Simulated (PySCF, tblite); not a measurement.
# C₅H₂FN₃: geometry, infrared bands and NMR shifts

Wanted: the infrared bands and NMR shifts of C₅H₂FN₃ (`C#Cc1cnnc(F)n1`), by calculation.

The runs use tblite 0.8.0 and PySCF 2.14.0, with density-fitted response routines of our own; the level of theory stands in each step. All values are computed, except where a source is named. Atoms count from 0, in the outputs and in this text.

## Step 1: The starting structure

11 atoms, charge 0, multiplicity 1; geometry from: force field or distance geometry start.

Bonds of the start (Å): C0–C1 1.19, C1–C2 1.44, C2–C3 1.37, C3–N4 1.34, N4–N5 1.36, N5–C6 1.35, C6–F7 1.34, C6–N8 1.34, N8–C2 1.34, C0–H9 1.08, C3–H10 1.08.

## Step 2: Geometry optimisation with GFN2-xTB

The job: settings as JSON, then the geometry in Å.

```
{"job": {"kind": "relax", "xc": "GFN2-xTB", "basis": "xTB"}, "charge": 0, "multiplicity": 1}
C     -2.791400    -0.521800    -0.558700
C     -1.650700    -0.288300    -0.323400
C     -0.263000    -0.030800    -0.023900
C      0.098000     0.826600     0.984800
N      1.398900     1.047000     1.245300
N      2.312300     0.422900     0.449100
C      1.892900    -0.394600    -0.540800
F      2.832900    -0.990700    -1.285900
N      0.613400    -0.663900    -0.821400
H     -3.824000    -0.729200    -0.780600
H     -0.614000     1.325500     1.629800
```

Started as:

```
$ OMP_NUM_THREADS=1 python probes_run.py task.json out
```

One launch serves the whole session: the jobs run in the order shown.

**Question.** This job is followed by: GFN2-xTB harmonic vibrations, gas phase; GIAO PBE0/pcSseg-1 NMR shielding, non-relativistic, gas phase. Predict these results of the whole session: strongest single infrared mode (GFN2-xTB); zero-point energy (GFN2-xTB); 13C shifts against TMS (PBE0/pcSseg-1); 1H shifts against TMS (PBE0/pcSseg-1); 15N shifts against NH3 (PBE0/pcSseg-1); 19F shifts against CFCl3 (PBE0/pcSseg-1).

The runs gave:

| quantity | value |
| --- | --- |
| strongest single infrared mode (GFN2-xTB) | 1333 cm⁻¹, 297 km/mol |
| zero-point energy (GFN2-xTB) | 39.2 kcal/mol |
| 13C shifts against TMS (PBE0/pcSseg-1) | 173.1, 157.0, 149.1, 100.8, 83.1 ppm |
| 1H shifts against TMS (PBE0/pcSseg-1) | 9.57, 3.46 ppm |
| 15N shifts against NH3 (PBE0/pcSseg-1) | 502.8, 401.9, 300.6 ppm |
| 19F shifts against CFCl3 (PBE0/pcSseg-1) | -57.8 ppm |

Over 27 steps the energy fell by 0.286 eV; of the close pairs, N4–N5 changed most, 1.363 to 1.303 Å. No mode is imaginary among the 27: a minimum at this level. The strongest single mode, at 1333 cm⁻¹, moves mainly C6. GFN2-xTB is a fitted tight-binding method: band positions and strengths are rough. Its intensities can rank the bands wrongly. At PBE0/pcSseg-1: The largest span, 960 ppm, is at N4, where the paramagnetic term is -554 ppm. NICS(1)zz of -24 ppm above the planar ring from C2 marks a diatropic (aromatic) ring current.
